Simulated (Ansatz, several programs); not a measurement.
C, lonsdaleite, relaxed with PBE in Ansatz (plane waves, PAW): it is hexagonal, P6_3/mmc (No. 194); a = 2.512 Å, c = 4.180 Å in the conventional setting, 5.71 Å³ an atom. C has 4 C at 1.54–1.57 Å. The cell was then scaled with its shape and fractional coordinates held, which makes it stiffer than a relaxed compression. (Simulation; spin polarisation is off.)

```csv
V (Å³/atom),E (meV/atom)
5.367,30.69
5.538,7.38
5.709,0.00
6.052,25.39
```

(1) Pass a cubic E = c₀ + c₁u + c₂u² + c₃u³, with u = V − 5.667 Å³, through these points.

(2) Where is the minimum, and what bulk modulus follows?

(3) Predict the energy and the pressure at the withheld volume, 5.880 Å³.

Answers

(1) c₀ = 0.44, c₁ = -20.801, c₂ = 247.300, c₃ = -64.8357 (meV and Å³).

(2) dE/du = 0 at u = +0.043, so V₀ = 5.71 Å³. B = V₀ d²E/dV² = 5.71 × (2c₂ + 6c₃u) = 5.71 × 477.960 = 2729 meV/Å³, and 1 meV/Å³ is 0.16022 GPa: 437 GPa. A third-order Birch-Murnaghan fit to all five points gives 5.71 Å³ and 434 GPa.

(3) With u = +0.213: E ≈ 6.60 meV and P = −dE/dV ≈ -12.13 GPa. The run gives 6.64 meV and, from its stress, -12.14 GPa.
